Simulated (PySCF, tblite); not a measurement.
# CH10N2OSi2: a rotation path, then NMR shifts on frames

Aim: move CH10N2OSi2 (`CO[Si](N)(N)[SiH3]`) away from its starting geometry and see how NMR shifts follow the geometry.

Computed with tblite 0.8.0 and PySCF 2.14.0, with density-fitted response routines of our own, on a single molecule in the gas phase. Atoms count from 0, in the outputs and in this text.

## Step 1: The molecule as given

16 atoms, charge 0, multiplicity 1; geometry from: GFN2-xTB.

Bonds of the start (Å): C0–O1 1.39, O1–Si2 1.64, Si2–N3 1.73, Si2–N4 1.73, Si2–Si5 2.29, C0–H6 1.09, C0–H7 1.09, C0–H8 1.09, N3–H9 1.01, N3–H10 1.01, N4–H11 1.01, N4–H12 1.01, Si5–H13 1.47, Si5–H14 1.47, Si5–H15 1.47.

## Step 2: The rotation path with GFN2-xTB

What the job is given:

```
{"job": {"kind": "neb", "xc": "GFN2-xTB", "basis": "xTB", "atoms": [3, 2, 1, 0], "turn": 120}, "charge": 0, "multiplicity": 1}
C      1.683155     1.429573    -0.606373
O      0.757980     1.128079     0.392453
Si    -0.199128    -0.202274     0.481123
N      0.869118    -1.565580     0.567590
N     -1.135823    -0.020596     1.926606
Si    -1.580764    -0.469553    -1.328522
H      2.432560     0.639494    -0.696420
H      1.184585     1.548507    -1.572709
H      2.175534     2.365743    -0.338121
H      1.687197    -1.493110     1.153729
H      0.463888    -2.480291     0.675371
H     -0.640596     0.095783     2.797784
H     -1.912204     0.620146     1.909136
H     -0.875384    -0.411966    -2.618150
H     -2.302246    -1.746365    -1.329492
H     -2.615472     0.571354    -1.425416
```

Level: GFN2-xTB climbing-image nudged elastic band, gas phase.

Command:

```
$ OMP_NUM_THREADS=1 python probes_run.py task.json out
```

This one command runs all jobs of the session in turn.

The program printed:

```text
image   E - E0 / eV
  0       0.0000
  1       0.0060
  2       0.0242
  3       0.0506
  4       0.0743
  5       0.0815
  6       0.0761
  7       0.0708
  8       0.0515
```

Run time: 3.5 s. Hardware: 1 thread of Arm Neoverse V2, shared host; peak memory 0.18 GiB.

The final band, with the dihedral N3–Si2–O1–C0:

| image | dihedral (°) | energy (eV) | energy (kcal/mol) |
| --- | --- | --- | --- |
| 0 | 61 | 0.000 | 0.0 |
| 1 | 71 | 0.006 | 0.1 |
| 2 | 84 | 0.024 | 0.6 |
| 3 | 99 | 0.051 | 1.2 |
| 4 | 117 | 0.074 | 1.7 |
| 5 | 136 | 0.081 | 1.9 |
| 6 | 152 | 0.076 | 1.8 |
| 7 | 169 | 0.071 | 1.6 |
| 8 | 168 | 0.052 | 1.2 |

## Step 3: Shielding tensors: image 0, PBE0/pcSseg-1

What the job is given:

```
{"job": {"kind": "nmr", "xc": "PBE0", "basis": "pcSseg-1", "pop": false}, "charge": 0, "multiplicity": 1}
C      1.683200     1.429600    -0.606400
O      0.758000     1.128100     0.392500
Si    -0.199100    -0.202300     0.481100
N      0.869100    -1.565600     0.567600
N     -1.135800    -0.020600     1.926600
Si    -1.580800    -0.469600    -1.328500
H      2.432600     0.639500    -0.696400
H      1.184600     1.548500    -1.572700
H      2.175500     2.365700    -0.338100
H      1.687200    -1.493100     1.153700
H      0.463900    -2.480300     0.675400
H     -0.640600     0.095800     2.797800
H     -1.912200     0.620100     1.909100
H     -0.875400    -0.412000    -2.618200
H     -2.302200    -1.746400    -1.329500
H     -2.615500     0.571400    -1.425400
```

Method: GIAO PBE0/pcSseg-1 NMR shielding, non-relativistic, gas phase.

The program printed:

```text
coarse grid: 13744 points
cycle   1  E = -807.2066315690  dE =  4.985e-01  |g| = 8.134e-01  |ddm| = 3.476e+00
cycle   2  E = -807.0634424990  dE =  1.432e-01  |g| = 1.189e+00  |ddm| = 1.727e+00
cycle   3  E = -807.3315238557  dE = -2.681e-01  |g| = 1.157e-01  |ddm| = 1.215e+00
cycle   4  E = -807.3334917831  dE = -1.968e-03  |g| = 5.355e-02  |ddm| = 1.167e-01
cycle   5  E = -807.3340401689  dE = -5.484e-04  |g| = 7.075e-03  |ddm| = 4.294e-02
cycle   6  E = -807.3340513147  dE = -1.115e-05  |g| = 1.616e-03  |ddm| = 8.084e-03
cycle   7  E = -807.3340518834  dE = -5.687e-07  |g| = 3.161e-04  |ddm| = 1.771e-03
final grid: 121976 points
cycle   8  E = -807.3715329565  dE = -1.838e-05  |g| = 1.115e-02  |ddm| = 1.979e-02
cycle   9  E = -807.3715089990  dE =  2.396e-05  |g| = 1.597e-02  |ddm| = 1.669e-02
cycle  10  E = -807.3715563332  dE = -4.733e-05  |g| = 1.399e-03  |ddm| = 1.062e-02
cycle  11  E = -807.3715567433  dE = -4.101e-07  |g| = 1.939e-04  |ddm| = 1.416e-03
cycle  12  E = -807.3715567491  dE = -5.827e-09  |g| = 8.133e-05  |ddm| = 2.200e-04
cycle  13  E = -807.3715567504  dE = -1.228e-09  |g| = 2.128e-05  |ddm| = 6.568e-05
cycle  14  E = -807.3715567505  dE = -9.277e-11  |g| = 3.579e-06  |ddm| = 1.916e-05
converged SCF energy = -807.3715567505

GIAO shielding tensors (ppm)
atom      isotropic    diamagn.    paramagn.     s11        s22        s33       span
  0 C      134.198     243.699    -109.501    108.125    110.457    184.012     75.888
  1 O      297.175     400.282    -103.107    254.678    306.470    330.377     75.699
  2 Si     368.743     881.075    -512.332    342.305    377.198    386.726     44.421
  3 N      240.281     319.454     -79.173    206.704    247.232    266.906     60.202
  4 N      222.487     319.903     -97.416    197.191    207.388    262.882     65.691
  5 Si     484.890     881.950    -397.060    478.735    483.724    492.212     13.476
  6 H       27.941      29.903      -1.961     23.312     26.288     34.224     10.912
  7 H       27.958      30.163      -2.205     23.281     26.485     34.109     10.827
  8 H       27.857      28.346      -0.489     23.407     25.463     34.701     11.294
  9 H       31.175      32.021      -0.846     24.625     26.975     41.926     17.301
 10 H       31.517      31.693      -0.176     24.722     27.398     42.430     17.708
 11 H       30.834      31.481      -0.647     24.717     26.395     41.390     16.672
 12 H       30.899      32.223      -1.324     24.558     26.974     41.165     16.607
 13 H       28.376      30.157      -1.781     24.848     26.656     33.623      8.775
 14 H       28.672      29.711      -1.039     25.233     26.506     34.277      9.044
 15 H       28.666      30.074      -1.408     25.217     26.322     34.460      9.243
```

It took 16 s on 1 thread of Arm Neoverse V2, shared host; peak memory 0.77 GiB.

Shifts follow as δ = σ(reference) − σ, with reference shieldings (ppm) from runs at the same level and on the same kind of geometry: ¹H TMS 31.72, ¹³C TMS 186.9, ²⁹Si TMS 349.2, ¹⁵N NH3 267.7, ¹⁷O H2O 336.1. The references are single molecules in the gas phase, so shifts against H2O, NH3, PH3, H3PO4 or CFCl3 are not on the usual liquid scales and can be off by tens of ppm. Each atom is listed at this fixed geometry, with no averaging over motion; a spectrum would average atoms that exchange fast.

| atoms | environment | σ (ppm) | δ (ppm) |
| --- | --- | --- | --- |
| C0 | methyl carbon bonded to O | 134.2 | 52.7 |
| H8 | hydrogen on a methyl carbon bonded to O | 27.86 | 3.86 |
| H6 | hydrogen on a methyl carbon bonded to O | 27.94 | 3.78 |
| H7 | hydrogen on a methyl carbon bonded to O | 27.96 | 3.76 |
| H13 | hydrogen on a silicon bonded to Si | 28.38 | 3.34 |
| H15 | hydrogen on a silicon bonded to Si | 28.67 | 3.05 |
| H14 | hydrogen on a silicon bonded to Si | 28.67 | 3.04 |
| H11 | hydrogen on a nitrogen bonded to Si | 30.83 | 0.88 |
| H12 | hydrogen on a nitrogen bonded to Si | 30.90 | 0.82 |
| H9 | hydrogen on a nitrogen bonded to Si | 31.18 | 0.54 |
| H10 | hydrogen on a nitrogen bonded to Si | 31.52 | 0.20 |
| O1 | oxygen bonded to C, Si | 297.2 | 38.9 |
| Si2 | silicon bonded to 2 N, O, Si | 368.7 | -19.6 |
| Si5 | silicon bonded to Si, 3 H | 484.9 | -135.7 |
| N4 | nitrogen bonded to Si, 2 H | 222.5 | 45.2 |
| N3 | nitrogen bonded to Si, 2 H | 240.3 | 27.4 |

## Step 4: NMR shieldings: image 2, PBE0/pcSseg-1

What the job is given:

```
{"job": {"kind": "nmr", "xc": "PBE0", "basis": "pcSseg-1", "pop": false}, "charge": 0, "multiplicity": 1}
C      1.560100     1.510200    -0.669400
O      0.889200     1.011000     0.445500
Si    -0.142000    -0.263500     0.521500
N      0.832000    -1.687800     0.684500
N     -1.123000     0.001200     1.926900
Si    -1.447900    -0.492600    -1.348100
H      2.112500     0.725000    -1.190300
H      0.848000     1.959900    -1.368400
H      2.258200     2.276500    -0.328000
H      1.634300    -1.651700     1.295200
H      0.357800    -2.566600     0.809700
H     -0.654100     0.064200     2.818200
H     -1.817200     0.730200     1.878700
H     -0.662100    -0.531100    -2.591300
H     -2.272200    -1.704800    -1.358900
H     -2.381300     0.629000    -1.537400
```

Level: GIAO PBE0/pcSseg-1 NMR shielding, non-relativistic, gas phase.

The program printed:

```text
coarse grid: 13744 points
cycle   1  E = -807.2048635195  dE =  4.993e-01  |g| = 8.153e-01  |ddm| = 3.476e+00
cycle   2  E = -807.0602884338  dE =  1.446e-01  |g| = 1.192e+00  |ddm| = 1.722e+00
cycle   3  E = -807.3303162807  dE = -2.700e-01  |g| = 1.153e-01  |ddm| = 1.205e+00
cycle   4  E = -807.3322659620  dE = -1.950e-03  |g| = 5.376e-02  |ddm| = 1.175e-01
cycle   5  E = -807.3328180543  dE = -5.521e-04  |g| = 7.021e-03  |ddm| = 4.338e-02
cycle   6  E = -807.3328290677  dE = -1.101e-05  |g| = 1.672e-03  |ddm| = 8.066e-03
cycle   7  E = -807.3328296771  dE = -6.094e-07  |g| = 3.245e-04  |ddm| = 1.794e-03
final grid: 121976 points
cycle   8  E = -807.3702855448  dE = -1.616e-05  |g| = 1.138e-02  |ddm| = 1.889e-02
cycle   9  E = -807.3702599861  dE =  2.556e-05  |g| = 1.642e-02  |ddm| = 1.746e-02
cycle  10  E = -807.3703098397  dE = -4.985e-05  |g| = 1.395e-03  |ddm| = 1.104e-02
cycle  11  E = -807.3703102494  dE = -4.097e-07  |g| = 1.837e-04  |ddm| = 1.395e-03
cycle  12  E = -807.3703102544  dE = -5.025e-09  |g| = 8.182e-05  |ddm| = 2.076e-04
cycle  13  E = -807.3703102557  dE = -1.254e-09  |g| = 1.990e-05  |ddm| = 6.457e-05
cycle  14  E = -807.3703102558  dE = -8.049e-11  |g| = 3.667e-06  |ddm| = 1.863e-05
converged SCF energy = -807.3703102558

GIAO shielding tensors (ppm)
atom      isotropic    diamagn.    paramagn.     s11        s22        s33       span
  0 C      134.193     243.918    -109.725    108.585    110.413    183.582     74.997
  1 O      296.318     400.526    -104.209    235.693    311.666    341.594    105.902
  2 Si     367.264     881.060    -513.796    345.898    374.193    381.701     35.803
  3 N      240.199     318.917     -78.718    203.473    249.748    267.377     63.905
  4 N      221.663     319.969     -98.306    195.982    209.052    259.954     63.971
  5 Si     483.138     882.219    -399.080    478.955    482.598    487.863      8.908
  6 H       27.907      29.984      -2.077     23.728     25.764     34.228     10.501
  7 H       27.967      30.105      -2.138     23.530     26.186     34.186     10.656
  8 H       27.860      28.314      -0.454     23.401     25.492     34.686     11.285
  9 H       31.126      31.637      -0.511     24.527     26.735     42.116     17.589
 10 H       31.563      31.438       0.125     24.613     27.491     42.585     17.972
 11 H       30.825      31.395      -0.570     24.866     26.369     41.239     16.373
 12 H       31.032      32.428      -1.396     24.663     27.197     41.235     16.572
 13 H       28.392      30.386      -1.994     25.015     26.615     33.547      8.532
 14 H       28.639      29.839      -1.199     25.278     26.388     34.252      8.974
 15 H       28.572      30.338      -1.766     25.221     26.235     34.260      9.039
```

It took 18 s on 1 thread of Arm Neoverse V2, shared host; peak memory 0.86 GiB.

In short: δ C0 52.7, O1 39.8, Si2 -18.1, Si5 -134.0, H8 3.86, H6 3.81 ppm.

[end of part 1 of 2]
